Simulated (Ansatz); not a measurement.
**CH₅BBrN: up Jacob's ladder to CCSD(T)**

How much do the methods differ for CH₅BBrN? The plan is to run it at one geometry with functionals of several rungs and with coupled cluster, and see how far each lands from CCSD(T) at the basis-set limit for the atomisation energy.

Method: functionals in def2-TZVPP, the program's frozen cores in correlated methods; program: Ansatz 0.2.0, Gaussian basis.

Levels to be run: LDA (SPW92), PBE-D4, revPBE-D4, BLYP-D4, r2SCAN-D4, B97M-V, PBE0-D4, B3LYP-D4, r2SCANh-D4, r2SCAN0-D4, HSE06-D4, BHLYP-D4, CAM-B3LYP-D4, LC-ωPBE, ωB97X-V, ωB97M-V, B2PLYP, PBE-QIDH; CCSD(T)/def2-SVP; CCSD(T)/def2-TZVPP; MP2/def2-QZVPP; extrapolation to the limit; RPA on PBE.

## Step 1: The geometry

An earlier PBE0-D4 in a triple-zeta def2 set relaxation fixed the geometry.

SMILES `NBCBr`, 9 atoms, charge 0, spin multiplicity 1.

Atoms are counted from 1 here; the program's logs count them from 0.

Bond lengths: N1–B2 1.380 Å, N1–H5 1.009 Å, N1–H6 1.005 Å, B2–C3 1.573 Å, B2–H7 1.200 Å, C3–Br4 1.953 Å, C3–H8 1.091 Å, C3–H9 1.091 Å. Angles: B2–N1–H5 121.6°, B2–N1–H6 123.6°, H5–N1–H6 114.8°, N1–B2–C3 122.7°, N1–B2–H7 119.6°, C3–B2–H7 117.7°, B2–C3–Br4 114.8°, B2–C3–H8 111.5°, B2–C3–H9 111.5°, Br4–C3–H8 105.7°, Br4–C3–H9 105.7°, H8–C3–H9 107.1°.

Geometry (Å):

```
N    -0.3662    1.2819   -0.5155
B     0.4650    0.4538    0.2105
C     0.2103   -1.0915    0.3528
Br   -1.3747   -1.7490   -0.5789
H    -1.1832    0.9274   -0.9902
H    -0.2162    2.2701   -0.6163
H     1.4262    0.9143    0.7624
H     0.0806   -1.3805    1.3971
H     1.0466   -1.6726   -0.0392
```

## Step 2: LDA

This LDA is Slater exchange with PW92 correlation.

in.yaml reads:

```yaml
crystal:
  periodic: [false, false, false]
  atoms:
    - {symbol: N, position_ang: [-0.366174, 1.281866, -0.515452]}
    - {symbol: B, position_ang: [0.465001, 0.453825, 0.210548]}
    - {symbol: C, position_ang: [0.210254, -1.091537, 0.352848]}
    - {symbol: Br, position_ang: [-1.374701, -1.748984, -0.578852]}
    - {symbol: H, position_ang: [-1.183236, 0.927386, -0.990194]}
    - {symbol: H, position_ang: [-0.216161, 2.270124, -0.616275]}
    - {symbol: H, position_ang: [1.426190, 0.914300, 0.762376]}
    - {symbol: H, position_ang: [0.080601, -1.380528, 1.397120]}
    - {symbol: H, position_ang: [1.046627, -1.672553, -0.039220]}
basis:
  gaussian: {orbitals: def2-TZVPP}
hamiltonian: {xc: lda}
output: {orbitals: {seedname: orbitals}}
```

After this run come: PBE-D4 (GGA); revPBE-D4 (GGA); BLYP-D4 (GGA); r2SCAN-D4 (meta-GGA); B97M-V (meta-GGA); PBE0-D4 (hybrid); B3LYP-D4 (hybrid); r2SCANh-D4 (hybrid); r2SCAN0-D4 (hybrid); HSE06-D4 (hybrid); BHLYP-D4 (hybrid); CAM-B3LYP-D4 (range-separated); LC-ωPBE (range-separated); ωB97X-V (range-separated); ωB97M-V (range-separated); B2PLYP (double hybrid); PBE-QIDH (double hybrid); CCSD(T) in def2-SVP; CCSD(T) in def2-TZVPP; MP2 in def2-QZVPP; RPA on PBE orbitals.

Q: Predict the results of all the runs planned. Wanted: atomisation energy, CCSD(T)/CBS; farthest beyond LDA; mean size of error, GGA; mean size of error, meta-GGA; mean size of error, hybrid; mean size of error, range-separated; mean size of error, double hybrid; gap, smallest and largest; T1 diagnostic.

The runs gave:

```
                               quantity                                                                                                                                                  value
        atomisation energy, CCSD(T)/CBS                                                                                                                                          3246.4 kJ/mol
 functionals within 32.5 kJ/mol (1.0 %)  revPBE-D4, BLYP-D4, r2SCAN-D4, B97M-V, PBE0-D4, B3LYP-D4, r2SCANh-D4, r2SCAN0-D4, HSE06-D4, CAM-B3LYP-D4, LC-ωPBE, ωB97X-V, ωB97M-V, B2PLYP, PBE-QIDH
                    farthest beyond LDA                                                                                                                                  PBE-D4 (+80.6 kJ/mol)
                mean size of error, GGA                                                                                                                                            31.6 kJ/mol
           mean size of error, meta-GGA                                                                                                                                            11.8 kJ/mol
             mean size of error, hybrid                                                                                                                                            28.9 kJ/mol
    mean size of error, range-separated                                                                                                                                            15.1 kJ/mol
      mean size of error, double hybrid                                                                                                                                            15.3 kJ/mol
              gap, smallest and largest                                                                                                              5.55 eV (LDA (SPW92)), 12.98 eV (LC-ωPBE)
                          T1 diagnostic                                                                                                                                                 0.0099
triples share of the correlation energy                                                                                                                                                  3.7 %
```

**Reading.** LDA overbinds by 473.5 kJ/mol (15 %). PBE-D4 misses by +80.6 kJ/mol. Double hybrids carry the basis error of their MP2 part in triple zeta, and no dispersion term here, so their miss is partly the set-up's. The rungs meta-GGA, range-separated, double hybrid, hybrid, GGA miss on average by less than the doubt on the reference (32.5 kJ/mol), so they tie. Misses under about 32.5 kJ/mol are within the doubt on the reference itself, which lacks core-valence correlation, relativity and higher excitations, and its outer-core shells are covered unevenly. All levels share the lack of spin-orbit coupling, which lowers the free heavy atoms and so the true binding. Hartree-Fock recovers 73 % of the binding; the rest is correlation. CCSD(T) in def2-SVP is off by -176.8 kJ/mol, worse than the median functional, from the basis alone. Orbital gaps span 5.6 to 13.0 eV; exact exchange widens them. Correlated methods include outer-core shells of Br, which these sets cover unevenly.
